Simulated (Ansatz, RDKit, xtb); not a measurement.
**Isomers of GeSi2H7F, a sample narrowed down, part 1 of 2**

Which of a sample of isomers of GeSi2H7F is the most stable in the gas at 298.15 K, and what are its properties? The sample is small against all isomers, and the most stable one of this formula need not be in it.

Plan: many cheap relaxations first (GFN2-xTB), then density-functional screening, relaxation at PBE-D3(BJ)/def2-SVP, vibrations (at GFN2-xTB) and a final energy. The numbers are computed, not measured.

## (1) Candidates

Isomers were taken from a list of plausible structures; this is a sample, not all of them. That gives 4 candidates.

Candidates are built by distance geometry, with a force field where one applies, in up to four conformers (letters a to d).

## (2) Cheap relaxation of all starts

All 4 starts are relaxed the same way. One of them, c814a (taken from a list of positional isomers, embedded by distance geometry and UFF), in full:

File start.xyz:

```xyz
11
c814a
F     -1.662875    -1.459037    -1.941868
Ge     0.400017     0.923551    -0.974584
Si    -0.012791    -1.177841    -1.838248
Si    -0.590671     1.134442     1.071716
H      0.622255    -2.139062    -0.908934
H      0.593582    -1.260239    -3.138073
H     -0.284092     1.981574    -1.913317
H      1.928995     1.198536    -0.825605
H      0.019390     0.150282     1.985806
H     -2.038160     0.853030     0.984740
H     -0.361105     2.486946     1.628548
```

The run is started by

```bash
$ xtb start.xyz --gfn 2 --opt
```

The log of the run (excerpt; [...] marks lines left out):

```text
* xtb version 6.7.1
[...]
          :  # basis functions                  41          :
[...]
          :  # electrons                        26          :
[...]
          :  Hamiltonian                  GFN2-xTB          :
[...]
          :  net charge                          0          :
          :  unpaired electrons                  0          :
[...]
   *** convergence criteria satisfied after 14 iterations ***
[...]
   *** GEOMETRY OPTIMIZATION CONVERGED AFTER 14 ITERATIONS ***
[...]
   *** convergence criteria satisfied after 3 iterations ***
[...]
         ::                     SUMMARY                     ::
         :::::::::::::::::::::::::::::::::::::::::::::::::::::
         :: total energy             -13.758820024415 Eh    ::
         :: gradient norm              0.000830858581 Eh/a0 ::
         :: HOMO-LUMO gap              4.392212261539 eV    ::
         ::.................................................::
         :: SCC energy               -13.837790866412 Eh    ::
         :: -> isotropic ES            0.034655164216 Eh    ::
         :: -> anisotropic ES          0.001667445946 Eh    ::
         :: -> anisotropic XC          0.003733951193 Eh    ::
         :: -> dispersion             -0.007223632656 Eh    ::
         :: repulsion energy           0.078970841996 Eh    ::
         :: add. restraining           0.000000000000 Eh    ::
         :: total charge               0.000000000000 e     ::
         :::::::::::::::::::::::::::::::::::::::::::::::::::::
[...]
        13        2.0000           -0.3777166             -10.2782 (HOMO)
        14                         -0.2163057              -5.8860 (LUMO)
[...]
     #   Z          covCN         q      C6AA      α(0)
     1   9 F        0.705    -0.291    12.225     4.129
     2  32 Ge       3.737    -0.020   172.397    23.570
     3  14 Si       3.480     0.512   101.140    19.509
     4  14 Si       3.687     0.429    98.999    19.060
     5   1 H        0.919    -0.094     5.344     3.616
     6   1 H        0.920    -0.077     4.812     3.431
     7   1 H        0.934    -0.075     4.751     3.408
     8   1 H        0.934    -0.090     5.230     3.576
     9   1 H        0.918    -0.104     5.700     3.734
    10   1 H        0.918    -0.098     5.501     3.668
    11   1 H        0.918    -0.093     5.318     3.607
[...]
     #   Z sym  total        # sym  WBO       # sym  WBO       # sym  WBO
 ---------------------------------------------------------------------------
     1   9 F    1.174 --     3 Si   1.094
     2  32 Ge   3.609 --     8 H    0.898     7 H    0.890     4 Si   0.784
                             3 Si   0.775
     3  14 Si   3.769 --     1 F    1.094     5 H    0.878     6 H    0.877
                             2 Ge   0.775
     4  14 Si   3.591 --    10 H    0.885     9 H    0.884    11 H    0.882
                             2 Ge   0.784
     5   1 H    0.991 --     3 Si   0.878
     6   1 H    0.986 --     3 Si   0.877
     7   1 H    0.994 --     2 Ge   0.890
     8   1 H    0.992 --     2 Ge   0.898
     9   1 H    0.989 --     4 Si   0.884
    10   1 H    0.990 --     4 Si   0.885
[...]
molecular dipole:
                 x           y           z       tot (Debye)
 q only:        0.382       0.094       0.402
   full:        0.398       0.048       0.296       1.267
molecular quadrupole (traceless):
[...]
          | TOTAL ENERGY              -13.758820024415 Eh   |
          | GRADIENT NORM               0.000830858581 Eh/α |
          | HOMO-LUMO GAP               4.392212261539 eV   |
           -------------------------------------------------
[...]
```

It took 0.44 s on 2 threads of AMD EPYC (Zen 3), shared host.

## (3) Distinct minima at GFN2-xTB

4 of the 4 relaxations converged. 4 distinct structures remain:

| label | start | SMILES after | spin | energy (kcal/mol) |
| --- | --- | --- | --- | --- |
| c814a | drawn | F[SiH2][GeH2][SiH3] | singlet | 0.0 |
| c479a | drawn | [F][GeH]([SiH3])[SiH3] | singlet | 6.6 |
| c318a | drawn | F[Si@@H]([SiH3])[GeH3] | singlet | 14.7 |
| c008a | drawn | [F][GeH2][SiH2][SiH3] | singlet | 20.5 |

## (4) Single points on the low minima

A choice of the minima (the low ones first, few conformers of a pattern, up to a cap) and the lowest that fell apart get a single point at r2SCAN-D4/def2-SVP on the tight-binding geometry, and one at HF/STO-3G for comparison. The lowest singlets are also tried as triplets at the same geometry (label ending in t). The first, c814a:

File input.yaml:

```yaml
crystal:
  periodic: [false, false, false]
  atoms:
    - symbol: F
      position_ang: [-1.473737, -1.637859, -2.001855]
    - symbol: Ge
      position_ang: [0.255726, 0.815994, -0.892751]
    - symbol: Si
      position_ang: [0.092983, -1.245771, -1.975762]
    - symbol: Si
      position_ang: [-0.596629, 1.265799, 1.247511]
    - symbol: H
      position_ang: [0.704969, -2.358724, -1.254810]
    - symbol: H
      position_ang: [0.470373, -1.273674, -3.384100]
    - symbol: H
      position_ang: [-0.233497, 1.879085, -1.857503]
    - symbol: H
      position_ang: [1.730847, 1.170489, -0.907301]
    - symbol: H
      position_ang: [-0.055001, 0.304898, 2.212145]
    - symbol: H
      position_ang: [-2.055964, 1.158687, 1.258990]
    - symbol: H
      position_ang: [-0.225525, 2.613258, 1.685617]
basis:
  gaussian: {orbitals: def2-SVP}
output: {orbitals: {seedname: orbitals}}
scf: {lower_state_search: "off"}
hamiltonian: {xc: {name: r2SCAN}, dispersion: d4}
```

The run is started by

```bash
$ ansatz run input.yaml --threads 2 --pin off --max-ram 5220MiB --events-out events.jsonl --progress --plain --runs-dir runs
```

The log of the run (excerpt; [...] marks lines left out):

```text
Warning: RAYON_NUM_THREADS=2 ignored (pool sized by the plan → 2); use --threads N
Functional definition: r2SCAN
  name "r2SCAN"
[...]
1297 factors; their error is unknown
[...]
mean field -75088.55203255 eV, -2759.4533903474 hartree, gradient 5.1e-6 eV, S^2 0.000000; 0 other end points of the search recorded, 0 dependent functions left out
reference -75088.55204431 eV, -2759.4533907798 hartree; 38, 38 occupied and 79, 79 virtual orbitals, 1297 factors
Total energy: -75088.61034779 eV, -2759.4555333931 hartree
Checks for a lower state left out: stability, starts, cluster_reference, orbital_swaps, neighbouring_geometries, increment
```

Run time: 6.6 s. Hardware: 2 threads of AMD EPYC (Zen 3), shared host.

Relative energies in kcal/mol, each column from its lowest structure that stays in one piece:

| label | SMILES | spin | GFN2-xTB | HF/STO-3G | r2SCAN-D4/def2-SVP |
| --- | --- | --- | --- | --- | --- |
| c814a | F[SiH2][GeH2][SiH3] | singlet | 0.0 | 0.0 | 0.0 |
| c318a | F[Si@@H]([SiH3])[GeH3] | singlet | 14.7 | 2.8 | 5.1 |
| c479a | [F][GeH]([SiH3])[SiH3] | singlet | 6.6 | 16.5 | 15.2 |
| c008a | [F][GeH2][SiH2][SiH3] | singlet | 20.5 | 18.2 | 16.6 |
| c318at | F[Si@@H]([SiH3])[GeH3] | triplet | – | – | 122.5 |
| c814at | F[SiH2][GeH2][SiH3] | triplet | – | – | 125.9 |
| c479at | [F][GeH]([SiH3])[SiH3] | triplet | – | – | 128.1 |

## (5) Refinement at PBE-D3(BJ)/def2-SVP

4 candidates are relaxed at PBE-D3(BJ)/def2-SVP (chosen among the lowest in one piece). The first, c814a:

File input.yaml:

```yaml
crystal:
  periodic: [false, false, false]
  atoms:
    - {symbol: F, position_ang: [-1.473737, -1.637859, -2.001855]}
    - {symbol: Ge, position_ang: [0.255726, 0.815994, -0.892751]}
    - {symbol: Si, position_ang: [0.092983, -1.245771, -1.975762]}
    - {symbol: Si, position_ang: [-0.596629, 1.265799, 1.247511]}
    - {symbol: H, position_ang: [0.704969, -2.358724, -1.254810]}
    - {symbol: H, position_ang: [0.470373, -1.273674, -3.384100]}
    - {symbol: H, position_ang: [-0.233497, 1.879085, -1.857503]}
    - {symbol: H, position_ang: [1.730847, 1.170489, -0.907301]}
    - {symbol: H, position_ang: [-0.055001, 0.304898, 2.212145]}
    - {symbol: H, position_ang: [-2.055964, 1.158687, 1.258990]}
    - {symbol: H, position_ang: [-0.225525, 2.613258, 1.685617]}
basis:
  gaussian: {orbitals: def2-SVP}
magnetization: {spin_polarized: false, initial_magnetization: 0}
hamiltonian: {xc: pbe, dispersion: d3bj}
scf: {lower_state_search: "off"}
relax: {f_tol: 0.006}
```

The run is started by

```bash
$ ansatz run input.yaml --threads 2 --pin off --max-ram 5220MiB --events-out events.jsonl --progress --plain --runs-dir runs
```

The log of the run (excerpt; [...] marks lines left out):

```text
Warning: RAYON_NUM_THREADS=2 ignored (pool sized by the plan → 2); use --threads N
[...]
Functional definition: PBE
  name "PBE"
[...]
1297 factors; their error is unknown
[...]
mean field -75071.38956846 eV, -2758.8226814254 hartree, gradient 2.2e-6 eV, S^2 0.000000; 0 other end points of the search recorded, 0 dependent functions left out
[...]
reference -75071.38960987 eV, -2758.8226829471 hartree; 38, 38 occupied and 79, 79 virtual orbitals, 1297 factors
relax step   1: F+E_penalty+E_count = -75071.62840682 eV  Δ(F+E_penalty+E_count) = +0.000e0 eV  max|allowed force component| = 1.353e0 eV/Å  Δτ_max = 0.0000 Å  (16 SCF iters, accepted)
[...]
relax step  13: F+E_penalty+E_count = -75071.92646233 eV  Δ(F+E_penalty+E_count) = -6.999e-4 eV  max|allowed force component| = 1.336e-1 eV/Å  Δτ_max = 0.0157 Å  (19 SCF iters, accepted)
[...]
Atom 2 at     0.033520    -1.194187    -1.819473 Å, force    -0.005147    -0.003000     0.004771 eV/Å
Atom 3 at    -0.751155     1.181331     1.015452 Å, force    -0.000024     0.000308     0.000288 eV/Å
Atom 4 at     1.206657    -2.134443    -1.826787 Å, force     0.000494    -0.000139    -0.000122 eV/Å
Atom 5 at    -0.581813    -1.143679    -3.190275 Å, force    -0.000149     0.000074    -0.000391 eV/Å
Atom 6 at     0.240800     2.087977    -1.985514 Å, force     0.000014    -0.000033    -0.000003 eV/Å
Atom 7 at     2.096486     1.076661    -0.625914 Å, force     0.000043     0.000093     0.000101 eV/Å
Atom 8 at    -0.394093     0.077610     1.971243 Å, force    -0.000163     0.000051    -0.000132 eV/Å
Atom 9 at    -2.203329     1.067627     0.644887 Å, force     0.000129     0.000253     0.000028 eV/Å
Atom 10 at    -0.519848     2.507024     1.689735 Å, force     0.000114    -0.000483    -0.000208 eV/Å
Dipole moment:     0.174082     0.121300    -0.141076 e Å
Checks for a lower state left out: stability, starts, cluster_reference, orbital_swaps, neighbouring_geometries, increment
```

It took 3.8 min on 2 threads of AMD EPYC (Zen 3), shared host.

Energy change by step (eV): 0.0000, -0.2246, -0.2637, -0.2842, -0.2767, -0.2882, -0.2937, -0.2956, -0.2958, -0.2964, -0.2971, -0.2974, -0.2981, -0.2994, -0.3003, -0.3007, -0.3012, -0.3023, -0.3028, -0.3022, -0.3034, -0.3039, -0.3041, -0.3044, -0.3049, -0.3051, -0.3053, -0.3055, -0.3057, -0.3050.

After the run. Bond lengths: F1–Si3 1.652 Å, Ge2–Si3 2.394 Å, Ge2–Si4 2.395 Å, Si3–H5 1.503 Å, Si3–H6 1.503 Å, Ge2–H7 1.553 Å, Ge2–H8 1.553 Å, Si4–H9 1.503 Å, Si4–H10 1.503 Å, Si4–H11 1.505 Å. Some angles: F1–Si3–Ge2 105.5°, Si3–Ge2–Si4 104.3°, F1–Si3–H5 107.8°, F1–Si3–H6 107.8°, Ge2–Si3–H5 112.8°, Ge2–Si3–H6 113.0°, Si3–Ge2–H7 111.3°, Si3–Ge2–H8 111.2°, Si4–Ge2–H7 111.0°, Si4–Ge2–H8 111.0°.

## (6) After refinement

| label | spin | r2SCAN-D4/def2-SVP (kcal/mol) | PBE-D3(BJ)/def2-SVP, relaxed (kcal/mol) | time |
| --- | --- | --- | --- | --- |
| c814a | singlet | 0.0 | 0.0 | 3.8 min |
| c318a | singlet | 5.1 | 4.3 | 55 s |
| c479a | singlet | 15.2 | 13.8 | 50 s |
| c008a | singlet | 16.6 | 14.4 | 63 s |

c814a: Bond lengths: F1–Si3 1.652 Å, Ge2–Si3 2.394 Å, Ge2–Si4 2.395 Å, Si3–H5 1.503 Å, Si3–H6 1.503 Å, Ge2–H7 1.553 Å, Ge2–H8 1.553 Å, Si4–H9 1.503 Å, Si4–H10 1.503 Å, Si4–H11 1.505 Å. Some angles: F1–Si3–Ge2 105.5°, Si3–Ge2–Si4 104.3°, F1–Si3–H5 107.8°, F1–Si3–H6 107.8°, Ge2–Si3–H5 112.8°, Ge2–Si3–H6 113.0°, Si3–Ge2–H7 111.3°, Si3–Ge2–H8 111.2°, Si4–Ge2–H7 111.0°, Si4–Ge2–H8 111.0°.

c318a: Bond lengths: F1–Si3 1.653 Å, Ge2–Si3 2.395 Å, Si3–Si4 2.354 Å, Si3–H5 1.508 Å, Si4–H6 1.505 Å, Si4–H7 1.507 Å, Si4–H8 1.505 Å, Ge2–H9 1.551 Å, Ge2–H10 1.551 Å, Ge2–H11 1.553 Å. Some angles: F1–Si3–Ge2 108.4°, F1–Si3–Si4 109.1°, Ge2–Si3–Si4 111.8°, F1–Si3–H5 107.7°, Ge2–Si3–H5 109.6°, Si4–Si3–H5 110.1°, Si3–Ge2–H9 110.6°, Si3–Ge2–H10 111.2°, Si3–Ge2–H11 109.3°, Si3–Si4–H6 110.2°.

c479a: Bond lengths: F1–Ge2 1.779 Å, Ge2–Si3 2.401 Å, Ge2–Si4 2.401 Å, Ge2–H5 1.560 Å, Si3–H6 1.503 Å, Si3–H7 1.506 Å, Si3–H8 1.503 Å, Si4–H9 1.503 Å, Si4–H10 1.503 Å, Si4–H11 1.506 Å. Some angles: F1–Ge2–Si3 106.5°, F1–Ge2–Si4 106.4°, Si3–Ge2–Si4 114.4°, F1–Ge2–H5 105.3°, Si3–Ge2–H5 111.8°, Si4–Ge2–H5 111.8°, Ge2–Si3–H6 110.8°, Ge2–Si3–H7 108.4°, Ge2–Si3–H8 109.5°, Ge2–Si4–H9 110.8°.

c008a: Bond lengths: F1–Ge2 1.779 Å, Ge2–Si3 2.401 Å, Si3–Si4 2.353 Å, Ge2–H5 1.554 Å, Ge2–H6 1.554 Å, Si3–H7 1.506 Å, Si3–H8 1.506 Å, Si4–H9 1.502 Å, Si4–H10 1.506 Å, Si4–H11 1.502 Å. Some angles: F1–Ge2–Si3 102.6°, Ge2–Si3–Si4 103.6°, F1–Ge2–H5 105.5°, F1–Ge2–H6 105.5°, Si3–Ge2–H5 115.6°, Si3–Ge2–H6 115.5°, Ge2–Si3–H7 110.4°, Ge2–Si3–H8 110.4°, Si4–Si3–H7 111.8°, Si4–Si3–H8 111.8°.

(Continued in part 2 of 2.)
